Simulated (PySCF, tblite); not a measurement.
**C₈H₁₂Si: geometry, infrared bands and NMR shifts**

Aim: predict the infrared bands and NMR shifts of C₈H₁₂Si (`[SiH3]CC1=CC=CC12CC2`).

The runs use tblite 0.8.0 and PySCF 2.14.0, with density-fitted response routines of our own; the level of theory stands in each step. All values are computed, except where a source is named. Atoms count from 0, in the outputs and in this text.

## Step 1: The molecule as given

21 atoms, charge 0, multiplicity 1; geometry from: force field or distance geometry start.

Bonds of the start (Å): Si0–C1 1.88, C1–C2 1.50, C2–C3 1.34, C3–C4 1.45, C4–C5 1.36, C5–C6 1.48, C6–C7 1.48, C7–C8 1.50, C6–C2 1.49, C8–C6 1.49, Si0–H9 1.48, Si0–H10 1.49, Si0–H11 1.48, C1–H12 1.11, C1–H13 1.08, C3–H14 1.08, C4–H15 1.08, C5–H16 1.07, C7–H17 1.10, C7–H18 1.08, C8–H19 1.08, C8–H20 1.09.

## Step 2: Optimising the geometry with GFN2-xTB

Job settings and geometry (Å):

```
{"job": {"kind": "relax", "xc": "GFN2-xTB", "basis": "xTB"}, "charge": 0, "multiplicity": 1}
Si     2.692300     0.071300    -0.780500
C      1.356400     0.938200     0.215100
C      0.222200     0.072200     0.670700
C      0.157300    -0.588000     1.831200
C     -1.113100    -1.286600     1.925600
C     -1.812800    -0.999500     0.801300
C     -1.052300    -0.094500    -0.081000
C     -1.169300    -0.145000    -1.557500
C     -1.741000     1.014500    -0.791400
H      3.292800    -1.041700    -0.005700
H      2.133600    -0.459200    -2.057500
H      3.758000     1.037100    -1.115900
H      1.841000     1.361400     1.122600
H      0.993000     1.793800    -0.342900
H      0.915600    -0.627400     2.605800
H     -1.426900    -1.915700     2.746100
H     -2.795000    -1.372600     0.582500
H     -1.873900    -0.861300    -1.999300
H     -0.310200     0.041600    -2.177100
H     -2.820000     1.094700    -0.711200
H     -1.256300     1.983700    -0.881300
```

Started as:

```bash
$ OMP_NUM_THREADS=1 python probes_run.py task.json out
```

One launch serves the whole session: the jobs run in the order shown.

Output:

```text
step      E/eV     max force
  0    -678.01945    1.923
  1    -678.10831    0.880
  2    -678.13168    0.287
  3    -678.13696    0.150
  4    -678.13989    0.141
  5    -678.14227    0.109
  6    -678.14475    0.141
  7    -678.14642    0.101
  8    -678.14759    0.072
  9    -678.14844    0.057
 10    -678.14918    0.073
 11    -678.14989    0.075
 12    -678.15058    0.091
 13    -678.15117    0.069
 14    -678.15168    0.052
 15    -678.15221    0.063
 16    -678.15288    0.076
 17    -678.15373    0.079
 18    -678.15467    0.074
 19    -678.15555    0.058
 20    -678.15629    0.075
 21    -678.15690    0.071
 22    -678.15737    0.046
 23    -678.15773    0.038
 24    -678.15805    0.043
 25    -678.15836    0.048
 26    -678.15868    0.042
 27    -678.15897    0.044
 28    -678.15920    0.035
 29    -678.15940    0.032
 30    -678.15960    0.033
 31    -678.15982    0.038
 32    -678.16004    0.037
 33    -678.16023    0.028
 34    -678.16039    0.026
 35    -678.16053    0.031
 36    -678.16068    0.031
 37    -678.16082    0.026
 38    -678.16097    0.027
 39    -678.16113    0.034
 40    -678.16133    0.040
 41    -678.16157    0.035
 42    -678.16180    0.034
 43    -678.16201    0.035
 44    -678.16223    0.037
 45    -678.16247    0.040
 46    -678.16273    0.036
 47    -678.16294    0.029
 48    -678.16309    0.023
 49    -678.16322    0.024
 50    -678.16335    0.027
 51    -678.16347    0.025
 52    -678.16358    0.025
 53    -678.16367    0.028
 54    -678.16376    0.027
 55    -678.16386    0.025
 56    -678.16396    0.020
 57    -678.16406    0.021
 58    -678.16415    0.022
 59    -678.16424    0.022
 60    -678.16431    0.021
 61    -678.16438    0.020
 62    -678.16447    0.026
 63    -678.16459    0.026
 64    -678.16470    0.025
 65    -678.16478    0.022
 66    -678.16484    0.019
 67    -678.16493    0.025
 68    -678.16502    0.023
 69    -678.16509    0.016
 70    -678.16513    0.012
 71    -678.16516    0.010
 72    -678.16519    0.013
 73    -678.16522    0.012
 74    -678.16524    0.009
```

Wall time 0.62 s (1 thread of Arm Neoverse V1, shared host).

Step by step: (not every step is listed)

```
step  energy from step 0 (eV)  largest force (eV/Å)
   0                   0.0000                1.9230
   1                  -0.0889                0.8797
   2                  -0.1122                0.2870
   3                  -0.1175                0.1499
   4                  -0.1204                0.1411
   5                  -0.1228                0.1088
   6                  -0.1253                0.1406
   7                  -0.1270                0.1008
   8                  -0.1281                0.0723
  14                  -0.1322                0.0519
  20                  -0.1368                0.0755
  26                  -0.1392                0.0415
  32                  -0.1406                0.0371
  38                  -0.1415                0.0269
  44                  -0.1428                0.0371
  50                  -0.1439                0.0266
  56                  -0.1445                0.0205
  62                  -0.1450                0.0259
  68                  -0.1456                0.0229
  69                  -0.1456                0.0163
  70                  -0.1457                0.0117
  71                  -0.1457                0.0104
  72                  -0.1457                0.0129
  73                  -0.1458                0.0119
  74                  -0.1458                0.0088
```

Close pairs (by a distance rule), those that changed most:

```csv
bond,before (Å),after (Å),change (Å)
Si0–C1,1.878,1.914,+0.035
C6–C7,1.482,1.515,+0.033
C6–C8,1.486,1.518,+0.032
Si0–H10,1.491,1.465,-0.027
Si0–H9,1.483,1.461,-0.022
C7–C8,1.503,1.481,-0.021
C1–H12,1.112,1.092,-0.021
C7–H17,1.098,1.079,-0.018
```

The end geometry stands in the next job.

## Step 3: Vibrational analysis with GFN2-xTB

Job settings and geometry (Å):

```
{"job": {"kind": "ir", "xc": "GFN2-xTB", "basis": "xTB"}, "charge": 0, "multiplicity": 1}
Si     2.667209    -0.016620    -0.717342
C      1.328414     1.017027     0.177593
C      0.224865     0.155436     0.665120
C      0.200203    -0.593143     1.789269
C     -1.040111    -1.325069     1.860622
C     -1.786453    -1.035803     0.781458
C     -1.050432    -0.070093    -0.051491
C     -1.171702    -0.054082    -1.561726
C     -1.786267     1.042027    -0.777470
H      3.158975    -1.051230     0.188991
H      2.106709    -0.638632    -1.919107
H      3.757079     0.882246    -1.107097
H      1.795502     1.522801     1.024707
H      0.947771     1.790528    -0.490689
H      0.975870    -0.645241     2.532792
H     -1.299395    -1.991682     2.663663
H     -2.762029    -1.409028     0.530851
H     -1.815368    -0.797299    -2.007218
H     -0.275404     0.150884    -2.126091
H     -2.859856     1.065942    -0.669665
H     -1.324496     2.017973    -0.787640
```

Output:

```text
mode    cm-1     km/mol
  1      63.6      0.06
  2      90.1      0.09
  3      98.7      0.08
  4     146.8      0.30
  5     231.0      0.44
  6     233.9      0.40
  7     312.4      3.74
  8     372.6      0.43
  9     496.6     14.88
 10     510.9     31.82
 11     549.7     13.73
 12     553.3      7.03
 13     606.4      2.44
 14     698.6     33.89
 15     748.8      4.95
 16     768.7     79.13
 17     775.6     11.31
 18     785.1    136.48
 19     788.2    158.89
 20     793.6    266.23
 21     802.2    129.39
 22     813.5     70.32
 23     832.4     13.58
 24     862.9      0.07
 25     917.9      2.07
 26     923.3      4.93
 27     937.5      0.35
 28    1033.8      9.08
 29    1046.8      0.83
 30    1057.2      5.40
 31    1059.2     37.27
 32    1088.7     24.23
 33    1117.7      6.75
 34    1147.5      0.11
 35    1179.2      3.27
 36    1199.3     14.59
 37    1210.6     50.74
 38    1317.1      4.28
 39    1341.6      3.50
 40    1401.4     21.33
 41    1427.6      0.09
 42    1461.8      3.09
 43    1487.4      2.79
 44    1549.8     45.99
 45    1629.7      9.35
 46    2248.2    425.53
 47    2255.6    213.03
 48    2291.9    245.32
 49    2966.2     36.43
 50    2978.9     31.44
 51    3082.9     14.01
 52    3090.2     23.73
 53    3093.3      5.43
 54    3110.0     34.72
 55    3119.6     20.82
 56    3127.5     68.50
 57    3141.9     60.65
```

Wall time 0.94 s (1 thread of Arm Neoverse V1, shared host).

Which atoms move in the most intense modes:

```
cm⁻¹  km/mol                                   atoms
 769    79.1                       H11 33 %, H9 29 %
 785   136.5              H11 13 %, C4 12 %, H9 12 %
 788   158.9                       H10 47 %, H9 37 %
 794   266.2                      H11 32 %, H10 27 %
 802   129.4  H19 15 %, H20 15 %, H17 15 %, H10 15 %
2248   425.5                      H11 84 %, H10 12 %
2256   213.0                      H10 84 %, H11 13 %
2292   245.3                                 H9 97 %
```

## Step 4: NMR shieldings: PBE0/pcSseg-1

The job, as its differences from that of step 3:

```diff
@@ -1,2 +1,2 @@
-{"job": {"kind": "ir", "xc": "GFN2-xTB", "basis": "xTB"}, "charge": 0, "multiplicity": 1}
+{"job": {"kind": "nmr", "xc": "PBE0", "basis": "pcSseg-1"}, "charge": 0, "multiplicity": 1}
 Si     2.667209    -0.016620    -0.717342
```

Method: GIAO PBE0/pcSseg-1 NMR shielding, non-relativistic, gas phase.

Output:

```text
coarse grid: 17752 points
cycle   1  E = -600.8408511848  dE =  1.401e+00  |g| = 4.359e-01  |ddm| = 4.263e+00
cycle   2  E = -600.8359635081  dE =  4.888e-03  |g| = 4.656e-01  |ddm| = 1.087e+00
cycle   3  E = -600.8947341312  dE = -5.877e-02  |g| = 5.338e-02  |ddm| = 6.225e-01
cycle   4  E = -600.8951275211  dE = -3.934e-04  |g| = 3.741e-02  |ddm| = 9.841e-02
cycle   5  E = -600.8954711118  dE = -3.436e-04  |g| = 9.254e-03  |ddm| = 4.684e-02
cycle   6  E = -600.8954903788  dE = -1.927e-05  |g| = 3.413e-03  |ddm| = 1.309e-02
cycle   7  E = -600.8954931733  dE = -2.795e-06  |g| = 4.268e-04  |ddm| = 3.673e-03
final grid: 166056 points
cycle   8  E = -600.9495418516  dE = -5.367e-05  |g| = 8.228e-03  |ddm| = 5.254e-02
cycle   9  E = -600.9495378430  dE =  4.009e-06  |g| = 9.174e-03  |ddm| = 1.906e-02
cycle  10  E = -600.9495600407  dE = -2.220e-05  |g| = 1.059e-03  |ddm| = 1.058e-02
cycle  11  E = -600.9495602823  dE = -2.416e-07  |g| = 4.001e-04  |ddm| = 1.568e-03
cycle  12  E = -600.9495603206  dE = -3.831e-08  |g| = 1.063e-04  |ddm| = 4.249e-04
cycle  13  E = -600.9495603231  dE = -2.540e-09  |g| = 2.547e-05  |ddm| = 1.247e-04
cycle  14  E = -600.9495603233  dE = -1.419e-10  |g| = 7.321e-06  |ddm| = 3.324e-05
converged SCF energy = -600.9495603233

GIAO shielding tensors (ppm)
atom      isotropic    diamagn.    paramagn.     s11        s22        s33       span
  0 Si     415.145     879.204    -464.059    368.816    411.487    465.132     96.316
  1 C      176.674     249.066     -72.392    160.862    173.937    195.223     34.361
  2 C       31.634     259.441    -227.807    -72.516     22.857    144.559    217.075
  3 C       54.825     251.706    -196.881    -38.300     63.219    139.557    177.857
  4 C       50.237     255.779    -205.541    -52.373     51.045    152.040    204.412
  5 C       42.355     251.253    -208.898    -59.305     50.400    135.969    195.274
  6 C      146.551     251.709    -105.158     99.011    140.755    199.889    100.878
  7 C      171.260     250.404     -79.144    154.454    175.293    184.031     29.577
  8 C      171.010     253.183     -82.173    154.001    174.391    184.639     30.638
  9 H       27.979      29.313      -1.334     24.249     26.791     32.898      8.649
 10 H       27.931      29.333      -1.402     23.436     28.571     31.785      8.349
 11 H       27.638      28.263      -0.625     24.245     24.819     33.851      9.607
 12 H       29.337      29.974      -0.637     24.426     27.400     36.185     11.758
 13 H       30.538      31.771      -1.233     24.946     32.194     34.475      9.529
 14 H       25.292      34.123      -8.831     23.164     23.542     29.169      6.005
 15 H       24.987      31.459      -6.472     23.481     23.891     27.587      4.106
 16 H       25.585      32.946      -7.360     23.438     24.347     28.970      5.532
 17 H       30.160      31.295      -1.134     23.902     26.874     39.706     15.804
 18 H       30.365      32.349      -1.984     23.779     29.094     38.222     14.444
 19 H       30.211      31.581      -1.370     23.644     27.048     39.942     16.298
 20 H       30.487      32.115      -1.628     24.064     29.211     38.185     14.121
```

It took 55 s on 1 thread of Arm Neoverse V1, shared host; peak memory 0.94 GiB.

The references, computed at this level on geometries of the same kind, shield at (ppm): ¹H TMS 31.72, ¹³C TMS 186.9, ²⁹Si TMS 349.2. Their shielding less the atom's gives the shift. The references are single molecules in the gas phase. Atoms listed in one row are averaged.

```
       atoms                                  environment  σ (ppm)  δ (ppm)  δ scaled to CDCl3
          C2              fully substituted alkene carbon     31.6    155.3              149.6
          C5                                    alkene CH     42.4    144.6              139.2
          C4                                    alkene CH     50.2    136.7              131.5
          C3                                    alkene CH     54.8    132.1              127.0
          C6                   three-membered-ring carbon    146.6     40.4               37.5
      C7, C8                   three-membered-ring carbon    171.1     15.8               13.5
          C1                 allylic sp3 CH2 bonded to Si    176.7     10.3                8.1
         H15                     hydrogen on an alkene CH    24.99     6.73               6.45
         H14                     hydrogen on an alkene CH    25.29     6.43               6.16
         H16                     hydrogen on an alkene CH    25.59     6.13               5.89
H9, H10, H11            hydrogen on a silicon bonded to C    27.85     3.87                  –
    H12, H13  hydrogen on an allylic sp3 CH2 bonded to Si    29.94     1.78               1.78
    H17, H19     hydrogen on a three-membered-ring carbon    30.19     1.53               1.55
    H18, H20     hydrogen on a three-membered-ring carbon    30.43     1.29               1.32
         Si0                     silicon bonded to C, 3 H    415.1    -66.0                  –
```

The scaled column applies a straight-line fit of computed shieldings to shifts measured in CDCl3 (root-mean-square error 0.16 ppm for H, 1.9 ppm for C).

Charges from the same density, by scheme (e):

| atoms | Mulliken | IAO | Hirshfeld | ESP fit |
| --- | --- | --- | --- | --- |
| Si0 | 0.53 | 0.62 | 0.32 | 0.50 |
| C1 | -0.39 | -0.53 | -0.15 | -0.44 |
| C2 | -0.20 | 0.00 | 0.00 | -0.09 |
| C3 | -0.06 | -0.20 | -0.08 | -0.17 |
| C4 | -0.05 | -0.17 | -0.07 | -0.17 |
| C5 | -0.03 | -0.18 | -0.07 | -0.47 |
| C6 | -0.35 | 0.01 | 0.00 | 0.41 |
| C7, C8 | -0.11 | -0.27 | -0.07 | -0.33 |

Mayer bond orders: Si0–C1 0.89, C1–C2 1.06, C2–C3 1.72, C3–C4 1.14, C4–C5 1.74, C5–C6 1.05, C6–C7 0.88, C7–C8 0.98, C6–C2 1.04, C8–C6 0.86.

Ring of atoms C2, C3, C4, C5, C6: NICS(0) -3.0, NICS(1) -5.3, NICS(1)zz -10.9 ppm (means of both faces).

Ring of atoms C6, C7, C8: NICS(0) -42.6, NICS(1) -7.3, NICS(1)zz -23.1 ppm (means of both faces).

In rings of three or four atoms NICS is ruled by the nearby σ bonds, so it says little on aromaticity.

Orbitals, density, ELF and potential are computed afterwards from the orbital file.

Frontier orbitals at PBE0/pcSseg-1, with the share of their density that lies nearest to each atom:

| orbital | energy (eV) | lies on |
| --- | --- | --- |
| HOMO | -5.80 | C2, C5 about 25 % each; C3 17 %; C4 11 % |
| LUMO | -0.53 | C2, C5 about 19 % each; C3, C4 about 11 % each; C7, C8 about 6 % each |

ELF in a plane through or near 6 of the atoms.

Ten even steps from ' ' (0.00) to '@' (1.00):
```
                                                        
                                                        
                                                        
                                                        
                          ::..                          
                        %%@@%%====::                    
        ..::..  ....    @@@@@@++++**..                  
      ==%%@@##----==::  --%%%%--::==..                  
    ..%%@@@@@@++..====      ++%%%%::                    
    ..%%@@@@@@..##..--..  ..++##**++::==%%##::          
      ::++**==..**  --..::======####**@@@@@@%%          
          ::**@@%%**::  ++**::  --::--@@@@@@##          
          --@@@@@@%%    ++##==--**@@##--==--            
          --%%@@@@==  ..==****##====++..                
            ::==::    ..--==--==**@@@@%%                
                        ::..    **@@@@@@--              
                                --@@@@%%                
                                  ....                  
                                                        
                                                        
```
The map spans 13.1 Å across and 11.1 Å up, centred on the molecule. Atoms in the plane (x, y in Å): Si0 (-2.7, 0.1), C5 (2.0, -0.8), C7 (0.9, 1.6), H15 (2.0, -3.0), H16 (3.0, -0.5), H18 (0.0, 2.0).

log10 of the density (e/Å³) in the same plane.

Ten even steps from '0' (-4.0) to '9' (1.6):
```
0000000000000000000000000000
0000000000000000000000000000
0000000000000000000000000000
0000000000001122221000000000
0000000011123344433210000000
0001122222234555554321000000
0012233333345677765421000000
0023455555445679865432100000
0124566666544567765432100000
0124566797655567765554310000
0123456786655566777765420000
0012345666555655678765420000
0001245665445666777654310000
0001234444345666776543200000
0000122333344556676532100000
0000001111234444566532000000
0000000000122223444421000000
0000000000001111222210000000
0000000000000000000000000000
0000000000000000000000000000
```
The map spans 13.1 Å across and 11.1 Å up, centred on the molecule. Atoms in the plane (x, y in Å): Si0 (-2.7, 0.1), C5 (2.0, -0.8), C7 (0.9, 1.6), H15 (2.0, -3.0), H16 (3.0, -0.5), H18 (0.0, 2.0).

On the surface of density 0.002 e/bohr³ the electrostatic potential runs, from the 1st to the 99th percentile, from -0.96 V near C4 to 0.94 V near H13.

## Step 5: Outcome

```
                                                               quantity                                             value
                              strongest single infrared mode (GFN2-xTB)                             2248 cm⁻¹, 426 km/mol
                                           zero-point energy (GFN2-xTB)                                    104.3 kcal/mol
¹³C shifts against TMS (PBE0/pcSseg-1, means over atoms taken as alike)  155.3, 144.6, 136.7, 132.1, 40.4, 15.8, 10.3 ppm
 ¹H shifts against TMS (PBE0/pcSseg-1, means over atoms taken as alike)      6.73, 6.43, 6.13, 3.87, 1.78, 1.53, 1.29 ppm
                                ²⁹Si shifts against TMS (PBE0/pcSseg-1)                                         -66.0 ppm
                                  surface potential, 1st and 99th percentile                                -0.96 V and 0.94 V
```

**Reading.** The optimisation took 74 steps and gained 0.146 eV; among the close pairs (by a distance rule), Si0–C1 changed most, from 1.878 to 1.914 Å. No mode is imaginary among the 57: a minimum at this level. The strongest single mode, at 2248 cm⁻¹, moves mainly H11. Unscaled tight-binding wavenumbers are off by several per cent, some by more. Its intensities can rank the bands wrongly. At PBE0/pcSseg-1: The largest span, 217 ppm, is at C2, where the paramagnetic term is -228 ppm. At PBE0/pcSseg-1, counted by nearest atom on the grid, the HOMO lies on C2, C5 about 25 % each; C3 17 %, the LUMO on C2, C5 about 19 % each; C3, C4 about 11 % each.
